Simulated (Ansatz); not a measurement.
**C₂H₁₀BN: basis-set convergence**

How large a basis does C₂H₁₀BN need? Two functionals are run in growing sets.

Program: Ansatz 0.2.0, Gaussian basis. Level of theory: one geometry, several basis sets. These are calculated values, not measurements.

The runs, in order: PBE0-D4/def2-SVP; ωB97M-V/def2-SVP; PBE0-D4/def2-QZVPP; ωB97M-V/def2-QZVPP; the functionals' def2-TZVPP values are taken from earlier runs.

## (1) The relaxed structure

All runs share one geometry, relaxed beforehand with PBE0-D4 in a triple-zeta def2 set.

14 atoms, charge 0, spin multiplicity 1.

Atoms are counted from 1 here; the program's logs count them from 0.

Bond lengths: C1–B2 1.610 Å, C1–H5 1.098 Å, C1–H6 1.100 Å, C1–H7 1.094 Å, B2–C3 1.610 Å, B2–N4 1.659 Å, B2–H8 1.223 Å, C3–H9 1.100 Å, C3–H10 1.098 Å, C3–H11 1.094 Å, N4–H12 1.017 Å, N4–H13 1.015 Å, N4–H14 1.015 Å. Angles: B2–C1–H5 114.0°, B2–C1–H6 113.0°, B2–C1–H7 110.1°, H5–C1–H6 107.2°, H5–C1–H7 106.0°, H6–C1–H7 106.0°, C1–B2–C3 115.1°, C1–B2–N4 105.7°, C1–B2–H8 113.2°, C3–B2–N4 105.7°, C3–B2–H8 113.2°, N4–B2–H8 102.6°, B2–C3–H9 113.0°, B2–C3–H10 114.0°, B2–C3–H11 110.1°, H9–C3–H10 107.2°, H9–C3–H11 106.0°, H10–C3–H11 106.0° and more.

## (2) PBE0-D4 in def2-SVP

Contents of in.yaml:

```yaml
crystal:
  periodic: [false, false, false]
  atoms:
    - {symbol: C, position_ang: [-1.375788, 0.607063, -0.352690]}
    - {symbol: B, position_ang: [0.130485, 0.047793, -0.457451]}
    - {symbol: C, position_ang: [1.218792, 0.851244, 0.415857]}
    - {symbol: N, position_ang: [0.086750, -1.484946, 0.177154]}
    - {symbol: H, position_ang: [-2.115303, 0.000055, -0.891047]}
    - {symbol: H, position_ang: [-1.727289, 0.703921, 0.684810]}
    - {symbol: H, position_ang: [-1.434834, 1.609956, -0.786845]}
    - {symbol: H, position_ang: [0.490379, -0.151518, -1.609077]}
    - {symbol: H, position_ang: [0.931375, 0.953943, 1.472357]}
    - {symbol: H, position_ang: [2.223091, 0.408445, 0.393871]}
    - {symbol: H, position_ang: [1.329704, 1.870192, 0.032173]}
    - {symbol: H, position_ang: [-0.204233, -1.459064, 1.151012]}
    - {symbol: H, position_ang: [1.003084, -1.919200, 0.132257]}
    - {symbol: H, position_ang: [-0.569213, -2.067285, -0.333580]}
basis:
  gaussian: {orbitals: def2-SVP}
hamiltonian: {xc: pbe0, dispersion: d4}
output: {orbitals: {seedname: orbitals}}
```

Run with:

```bash
$ ansatz run in.yaml --threads 4 --pin off --events-out ev --progress --plain --max-ram 10444MiB
```

Further steps of the session: ωB97M-V in def2-SVP; PBE0-D4 in def2-QZVPP; ωB97M-V in def2-QZVPP.

**Question.** What will the summary of the whole plan be? Wanted: PBE0-D4: double and triple zeta above quadruple; ωB97M-V: double and triple zeta above quadruple.

The runs gave:

```
                                       quantity          value
PBE0-D4: double and triple zeta above quadruple  5.20, 0.27 eV
ωB97M-V: double and triple zeta above quadruple  5.52, 0.26 eV
```

In words: For PBE0-D4 the step from double to triple zeta gains 4.93 eV and the next only 0.27 eV. Total energies overstate the basis error of differences, where much of it tends to cancel. The LUMO of ωB97M-V is positive and keeps falling with the basis (2.32 to 0.97 eV): an unbound level that the basis holds in place.
